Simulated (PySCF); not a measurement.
# AsI (triplet): spin, charge, geometry and surroundings

How does AsI (triplet) answer to another spin, charge, distance or environment?

Program: PySCF 2.14.0. Level of theory: method and basis as typed in the scripts. These are calculated values, not measurements.

8 further runs of the same task are left out: 2 for a known fault of the program, 6 that didn't finish.

## Step 1: Where the work starts

AsI (triplet): 2 atoms, charge 0, spin multiplicity 3.

Bond lengths: As1–I2 2.485 Å.

## Step 2: The run that the others are compared with

File input.py:

```python
from pyscf import gto, scf
from pyscf.geomopt.geometric_solver import optimize

mol = gto.M(
    atom='As 0 0 0; I 0 0 2.485',
    basis='sbkjc',
    ecp={'As': 'sbkjc', 'I': 'sbkjc'},
    charge=0,
    spin=2,
    symmetry=True,
    verbose=3,
)
mf = scf.ROHF(mol)
mf.kernel()
mol_eq = optimize(mf, maxsteps=30)
print('optimised geometry (angstrom)')
print(mol_eq.tostring('raw'))
print('orbital energies (hartree):', mf.mo_energy[..., max(0, mol.nelec[1]-3):mol.nelec[0]+3].round(4))
```

Launch:

```console
$ OMP_NUM_THREADS=1 python input.py
```

The log of this run is left out.

Base result: at the starting geometry E(SCF) = -17.266418 Eh, optimised bond 2.627 Å in 5 steps; the optimisation lowers the energy by 0.113 eV.

The triplet is typed in the script; nothing here shows that it is the ground state.

## Step 3: Bond 2.56 Å

Run 1 changes bond length: 2.485 Å → 2.56 Å.

File input.py:

```python
from pyscf import gto, scf
from pyscf.geomopt.geometric_solver import optimize

mol = gto.M(
    atom='As 0 0 0; I 0 0 2.56',
    basis='sbkjc',
    ecp={'As': 'sbkjc', 'I': 'sbkjc'},
    charge=0,
    spin=2,
    symmetry=True,
    verbose=3,
)
mf = scf.ROHF(mol)
mf.kernel()
mol_eq = optimize(mf, maxsteps=30)
print('optimised geometry (angstrom)')
print(mol_eq.tostring('raw'))
print('orbital energies (hartree):', mf.mo_energy[..., max(0, mol.nelec[1]-3):mol.nelec[0]+3].round(4))
```

Launch:

```console
$ OMP_NUM_THREADS=1 python input.py
```

## Step 4: Electric field 0.2 a.u.

Run 2 changes electric field: none → 0.2 a.u.; point-group symmetry: on → off; step after the SCF: optimize → analyze.

File input.py:

```python
from pyscf import gto, scf

mol = gto.M(
    atom='As 0 0 0; I 0 0 2.485',
    basis='sbkjc',
    ecp={'As': 'sbkjc', 'I': 'sbkjc'},
    charge=0,
    spin=2,
    verbose=3,
)
mf = scf.ROHF(mol)
field = 0.2  # electric field along z, atomic units
h = mf.get_hcore() + field*mol.intor('int1e_r')[2]
mf.get_hcore = lambda *args: h
e_nuc = mol.energy_nuc() - field*mol.atom_charges() @ mol.atom_coords()[:, 2]
mf.energy_nuc = lambda *args: e_nuc
mf.kernel()
mf.mulliken_pop()
mf.dip_moment()
print('orbital energies (hartree):', mf.mo_energy[..., max(0, mol.nelec[1]-3):mol.nelec[0]+3].round(4))
```

## Step 5: Bond 2.783 Å

Run 3 changes bond length: 2.485 Å → 2.783 Å.

input.py, as its differences from that of step 2:

```diff
@@ -4,3 +4,3 @@
 mol = gto.M(
-    atom='As 0 0 0; I 0 0 2.485',
+    atom='As 0 0 0; I 0 0 2.783',
     basis='sbkjc',
```

## Step 6: Bond 2.311 Å

Run 4 changes bond length: 2.485 Å → 2.311 Å.

input.py, as its differences from that of step 2:

```diff
@@ -4,3 +4,3 @@
 mol = gto.M(
-    atom='As 0 0 0; I 0 0 2.485',
+    atom='As 0 0 0; I 0 0 2.311',
     basis='sbkjc',
```

## Step 7: Charge +1 (quartet)

Run 5 changes charge: 0 → 1; spin (2S): 2 → 3.

input.py, as its differences from that of step 2:

```diff
@@ -7,4 +7,4 @@
     ecp={'As': 'sbkjc', 'I': 'sbkjc'},
-    charge=0,
-    spin=2,
+    charge=1,
+    spin=3,
     symmetry=True,
```

Before running it: what results should come out? Wanted: for each run, E(SCF); from base; SCF dipole; after the SCF.

**Answer**, as computed:

```
                                  run  E(SCF) (hartree)  from base (eV)  SCF dipole (D)            after the SCF
                                 base        -17.266418               0             n/a  bond 2.627 Å, -0.113 eV
                          bond 2.56 Å        -17.269731         -0.0902             n/a  bond 2.627 Å, -0.023 eV
electric field 0.2 a.u. (poor choice)        -19.316040  not comparable           51.48                      n/a
                         bond 2.783 Å        -17.267103         -0.0187             n/a  bond 2.627 Å, -0.094 eV
                         bond 2.311 Å        -17.244632         +0.5928             n/a  bond 2.627 Å, -0.706 eV
                  charge +1 (quartet)        -16.888732        +10.2774             n/a  bond 3.121 Å, -0.525 eV
```

SCF columns refer to the geometry typed in the script.

Of the runs whose energies can be compared, “bond 2.311 Å” moves the SCF energy most (+0.593 eV). At the SCF level, going to the quartet with one electron fewer costs 10.28 eV at fixed geometry, which need not be the lowest ionisation. Rows marked «poor choice» come from settings spoiled on purpose.
